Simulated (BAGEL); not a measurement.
# UHF/cc-pVDZ (density fitting with qzvpp-jkfit) run of CH5GeS (SMILES [CH3][GeH][SH])

What is the vertical ionisation energy of CH5GeS at UHF/cc-pVDZ (density fitting with qzvpp-jkfit)? 

The calculation is run with BAGEL 1.2.2.

### 1 The system as given

The species is CH5GeS (8 atoms), meant as a doublet with charge 0. As SMILES, `[CH3][GeH][SH]`. Geometry: relaxed at PBE0-D4/def2-TZVP. This is one conformer, not always the lowest.

Bond lengths: C1–Ge2 1.967 Å, Ge2–S3 2.230 Å, C1–H4 1.092 Å, C1–H5 1.090 Å, C1–H6 1.091 Å, Ge2–H7 1.552 Å, S3–H8 1.343 Å. Angles: C1–Ge2–S3 110.3°, C1–Ge2–H7 111.2°, S3–Ge2–H7 103.3°, Ge2–C1–H4 108.9°, Ge2–C1–H5 110.3°, Ge2–C1–H6 109.7°, Ge2–S3–H8 94.5°, H4–C1–H5 109.3°, H4–C1–H6 109.5°, H5–C1–H6 109.1°.

### 2 The energy at UHF/cc-pVDZ (density fitting with qzvpp-jkfit)

Input file input.json:

```json
{ "bagel" : [

{
  "title" : "molecule",
  "basis" : "cc-pvdz.json",
  "df_basis" : "qzvpp-jkfit",
  "angstrom" : true,
  "geometry" : [
    { "atom" : "C", "xyz" : [      -0.733300,       0.635200,      -0.565800 ] },
    { "atom" : "Ge", "xyz" : [       0.934600,      -0.393300,      -0.399900 ] },
    { "atom" : "S", "xyz" : [       1.033800,      -1.391600,       1.591200 ] },
    { "atom" : "H", "xyz" : [      -0.786300,       1.357800,       0.251000 ] },
    { "atom" : "H", "xyz" : [      -1.594800,      -0.030400,      -0.515000 ] },
    { "atom" : "H", "xyz" : [      -0.745800,       1.162700,      -1.520400 ] },
    { "atom" : "H", "xyz" : [       2.173100,       0.541200,      -0.392200 ] },
    { "atom" : "H", "xyz" : [      -0.189100,      -1.938700,       1.495000 ] }
  ]
},

{ "title" : "uhf", "charge" : 0, "nopen" : 1 },

{ "title" : "print", "file" : "orbitals.molden", "orbitals" : true }

]}
```

The basis set cc-pVDZ is read from a file made from the Basis Set Exchange's data (not shown).

The run is started by

```sh
$ BAGEL_NUM_THREADS=1 BAGEL input.json > input.out
```

What it wrote:

```text
* using 1 threads per process

  ===============================================================
  ===============================================================

  *** Geometry ***

  { "atom" : "C", "xyz" : [     -1.385736,      1.200354,     -1.069207 ] },
  { "atom" : "Ge", "xyz" : [      1.766138,     -0.743229,     -0.755701 ] },
  { "atom" : "S", "xyz" : [      1.953599,     -2.629743,      3.006932 ] },
  { "atom" : "H", "xyz" : [     -1.485892,      2.565870,      0.474321 ] },
  { "atom" : "H", "xyz" : [     -3.013735,     -0.057448,     -0.973209 ] },
  { "atom" : "H", "xyz" : [     -1.409358,      2.197185,     -2.873140 ] },
  { "atom" : "H", "xyz" : [      4.106564,      1.022720,     -0.741151 ] },
  { "atom" : "H", "xyz" : [     -0.357347,     -3.663612,      2.825141 ] },

  Number of auxiliary basis functions:      559

  Since a DF basis is specified, we compute 2- and 3-index integrals:
    o Being stored without compression. Storage requirement is 0.032 GB

  Number of basis functions:       84
  Number of electrons      :       59

    * METHOD: MOLECULE                             0.24

  *** Open-shell HF ***

  === Nuclear Repulsion ===
   253.5363807056

      * DIIS with orbital gradients will be used.

  === UHF iteration (cc-pvdz.json) ===
      0      -2513.52417166          0.02375093           0.16
      1      -2513.62465241          0.01126394           0.15
      2      -2513.64268501          0.00502097           0.15
      3      -2513.64696829          0.00106439           0.16
      4      -2513.64754975          0.00023410           0.15
      5      -2513.64759895          0.00011655           0.15
      6      -2513.64762303          0.00003193           0.16
      7      -2513.64762784          0.00001337           0.16
      8      -2513.64762945          0.00000486           0.15
      9      -2513.64762973          0.00000209           0.15
     10      -2513.64762978          0.00000113           0.17
     11      -2513.64762979          0.00000057           0.16
     12      -2513.64762979          0.00000024           0.15
     13      -2513.64762979          0.00000008           0.16
     14      -2513.64762979          0.00000004           0.15
     15      -2513.64762979          0.00000002           0.15
     16      -2513.64762979          0.00000001           0.15
    * SCF iteration converged.

    * S^2 (UHF) is 0.7553

    * Permanent dipole moment:
           (    0.615709,    -0.236697,     0.572910) a.u.

    * METHOD: UHF                                  2.82

    * METHOD: PRINT                                0.01

  ===============================================================
```

Wall time 3.6 s (1 thread of Intel Xeon 6975P-C (Granite Rapids), shared host); peak memory 0.14 GiB.

### 3 The singlet cation at the same level

Input file hf.json:

```json
{ "bagel" : [

{
  "title" : "molecule",
  "basis" : "cc-pvdz.json",
  "df_basis" : "qzvpp-jkfit",
  "angstrom" : true,
  "geometry" : [
    { "atom" : "C", "xyz" : [   -0.733300,    0.635200,   -0.565800 ] },
    { "atom" : "Ge", "xyz" : [    0.934600,   -0.393300,   -0.399900 ] },
    { "atom" : "S", "xyz" : [    1.033800,   -1.391600,    1.591200 ] },
    { "atom" : "H", "xyz" : [   -0.786300,    1.357800,    0.251000 ] },
    { "atom" : "H", "xyz" : [   -1.594800,   -0.030400,   -0.515000 ] },
    { "atom" : "H", "xyz" : [   -0.745800,    1.162700,   -1.520400 ] },
    { "atom" : "H", "xyz" : [    2.173100,    0.541200,   -0.392200 ] },
    { "atom" : "H", "xyz" : [   -0.189100,   -1.938700,    1.495000 ] }
  ]
},
{ "title" : "hf", "charge" : 1 },
{ "title" : "print", "file" : "orbitals.molden", "orbitals" : true }

]}
```

The basis set cc-pVDZ is read from a file made from the Basis Set Exchange's data (not shown).

The run is started by

```sh
$ BAGEL_NUM_THREADS=1 BAGEL hf.json > hf.out
```

What it wrote:

```text
* using 1 threads per process

  ===============================================================
  ===============================================================

  *** Geometry ***

  { "atom" : "C", "xyz" : [     -1.385736,      1.200354,     -1.069207 ] },
  { "atom" : "Ge", "xyz" : [      1.766138,     -0.743229,     -0.755701 ] },
  { "atom" : "S", "xyz" : [      1.953599,     -2.629743,      3.006932 ] },
  { "atom" : "H", "xyz" : [     -1.485892,      2.565870,      0.474321 ] },
  { "atom" : "H", "xyz" : [     -3.013735,     -0.057448,     -0.973209 ] },
  { "atom" : "H", "xyz" : [     -1.409358,      2.197185,     -2.873140 ] },
  { "atom" : "H", "xyz" : [      4.106564,      1.022720,     -0.741151 ] },
  { "atom" : "H", "xyz" : [     -0.357347,     -3.663612,      2.825141 ] },

  Number of auxiliary basis functions:      559

  Since a DF basis is specified, we compute 2- and 3-index integrals:
    o Being stored without compression. Storage requirement is 0.032 GB

  Number of basis functions:       84
  Number of electrons      :       59

    * METHOD: MOLECULE                             0.25

  *** RHF ***

  === Nuclear Repulsion ===
   253.5363807056

      * DIIS with orbital gradients will be used.

  === RHF iteration (cc-pvdz.json) ===
      0      -2513.22605857          0.01308965           0.08
      1      -2513.34159165          0.00657533           0.08
      2      -2513.36596857          0.00130553           0.08
      3      -2513.36801079          0.00029392           0.07
      4      -2513.36812777          0.00011431           0.07
      5      -2513.36815145          0.00004613           0.07
      6      -2513.36815549          0.00001923           0.07
      7      -2513.36815608          0.00000589           0.08
      8      -2513.36815616          0.00000263           0.08
      9      -2513.36815618          0.00000095           0.08
     10      -2513.36815618          0.00000046           0.07
     11      -2513.36815618          0.00000018           0.07
     12      -2513.36815618          0.00000006           0.07
     13      -2513.36815618          0.00000002           0.07
     14      -2513.36815618          0.00000001           0.08
    * SCF iteration converged.

    * Permanent dipole moment:
           (    0.570948,    -0.122988,     0.951286) a.u.

    * METHOD: HF                                   1.32

    * METHOD: PRINT                                0.01

  ===============================================================
```

Run time: 1.9 s. Hardware: 1 thread of Intel Xeon 6975P-C (Granite Rapids), shared host; peak memory 0.14 GiB.

### 4 Outcome

Level: UHF/cc-pVDZ (density fitting with qzvpp-jkfit).

```
                                          quantity           value
                      doublet CH5GeS: total energy  -2513.64763 Eh
                     doublet CH5GeS: dipole moment          2.22 D
                              doublet CH5GeS: ⟨S²⟩           0.755
                      singlet cation: total energy  -2513.36816 Eh
                       singlet cation: HOMO energy       -16.01 eV
                       singlet cation: LUMO energy        -6.68 eV
                     singlet cation: HOMO–LUMO gap         9.33 eV
vertical ionisation energy (to the singlet cation)        7.605 eV
```

What this shows: Removing an electron at fixed nuclei costs 7.60 eV (175 kcal/mol). Only the singlet of the ionised species was computed; a triplet could lie lower.
